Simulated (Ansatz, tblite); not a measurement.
# [NbOF4]-: rung by rung

An exercise on one series of results from a longer session: the logs are not shown, and one member is left open.

Computed with Ansatz 0.2.0, Gaussian basis. Level: as each input shows.

Plan: GFN1-xTB, GFN2-xTB, PBE-D4/def2-TZVPD, r2SCAN-D4/def2-TZVPD, ωB97M-V/def2-TZVPD, BHLYP-D4/def2-TZVPD, CAM-B3LYP-D4/def2-TZVPD, revPBE-D4/def2-TZVPD, PBE-QIDH/def2-TZVPD, B3LYP-D4/def2-TZVPD, r2SCANh-D4/def2-TZVPD, PBE-D4/def2-SVPD, PBE0-D4/def2-SVPD, CCSD(T)/def2-SVPD, MP2/def2-TZVPD, RPA/def2-TZVPD.

2 further runs of the same task are left out: 2 set aside as unsound or not needed.

### The relaxed structure

The singlet was relaxed beforehand with r2SCAN-D4/def2-SVPD.

6 atoms, charge -1, spin multiplicity 1.

Bond lengths: Nb1–O2 1.723 Å, Nb1–F3 1.937 Å, Nb1–F4 1.937 Å, Nb1–F5 1.937 Å, Nb1–F6 1.937 Å. Angles: O2–Nb1–F3 105.9°, O2–Nb1–F4 105.9°, O2–Nb1–F5 105.9°, O2–Nb1–F6 105.9°, F3–Nb1–F4 85.7°, F3–Nb1–F5 148.3°, F3–Nb1–F6 85.7°, F4–Nb1–F5 85.7°, F4–Nb1–F6 148.3°, F5–Nb1–F6 85.7°.

Formally the metal is d0. Nb takes a core potential in the def2 sets. No spin-orbit coupling is included. The ion is computed in the gas phase, without counter-ions or solvent.

PBE0-D4/def2-TZVPD was run before; its log isn't repeated, and its numbers join the tables.

The first run:

Tight binding, by tblite at 300 K electronic temperature and without a spin-polarisation term:

```python
tblite.interface.Calculator('GFN1-xTB', numbers, positions, charge=-1, uhf=0).singlepoint()
```

Tight binding, by tblite at 300 K electronic temperature and without a spin-polarisation term:

```python
tblite.interface.Calculator('GFN2-xTB', numbers, positions, charge=-1, uhf=0).singlepoint()
```

start.molden holds the orbitals of an earlier run on this state, given as this run's starting guess.

File in.yaml:

```yaml
crystal:
  periodic: [false, false, false]
  atoms:
    - {symbol: Nb, position_ang: [0.000093, -0.000242, 0.065588]}
    - {symbol: O, position_ang: [0.002689, -0.006653, 1.788255]}
    - {symbol: F, position_ang: [1.862423, 0.013421, -0.466210]}
    - {symbol: F, position_ang: [-0.012367, 1.864836, -0.456519]}
    - {symbol: F, position_ang: [-1.863828, -0.009969, -0.460695]}
    - {symbol: F, position_ang: [0.010971, -1.861382, -0.470419]}
basis:
  gaussian: {orbitals: def2-TZVPD, initial_orbitals: start.molden}
total_charge: -1
hamiltonian: {xc: pbe, dispersion: d4}
scf: {omitted_lower_state_checks: [starts]}
output: {orbitals: {seedname: orbitals}}
```

Launch:

```
$ ansatz run in.yaml --threads 4 --pin off --events-out ev --progress --plain --max-ram 3916MiB
```

Among the steps run: PBE-D4/def2-TZVPD; r2SCAN-D4/def2-TZVPD; ωB97M-V/def2-TZVPD; BHLYP-D4/def2-TZVPD; CAM-B3LYP-D4/def2-TZVPD; revPBE-D4/def2-TZVPD; PBE-QIDH/def2-TZVPD; B3LYP-D4/def2-TZVPD; r2SCANh-D4/def2-TZVPD; PBE-D4/def2-SVPD; PBE0-D4/def2-SVPD; CCSD(T)/def2-SVPD; MP2/def2-TZVPD; RPA/def2-TZVPD.

One table of the session follows, with a row left open; its other results are not shown here.

```
                  level  HOMO (eV)  LUMO (eV)  gap (eV)
       PBE-D4/def2-SVPD          ?          ?         ?
      PBE-D4/def2-TZVPD      -3.19       1.97      5.16
   revPBE-D4/def2-TZVPD      -3.10       2.08      5.17
   r2SCAN-D4/def2-TZVPD      -3.55       2.06      5.62
  r2SCANh-D4/def2-TZVPD      -4.19       2.38      6.57
    B3LYP-D4/def2-TZVPD      -4.63       2.51      7.14
      PBE0-D4/def2-SVPD      -5.02       2.66      7.68
     PBE0-D4/def2-TZVPD      -4.88       2.81      7.70
    BHLYP-D4/def2-TZVPD      -6.51       3.76     10.27
CAM-B3LYP-D4/def2-TZVPD      -6.41       3.90     10.31
     ωB97M-V/def2-TZVPD      -7.34       4.25     11.58
```

Q: Estimate the row for PBE-D4/def2-SVPD from the others.

As computed: HOMO (eV): -3.31; LUMO (eV): 1.84; gap (eV): 5.14. In the column «HOMO (eV)» it lies between r2SCAN-D4/def2-TZVPD (-3.55) and PBE-D4/def2-TZVPD (-3.19).
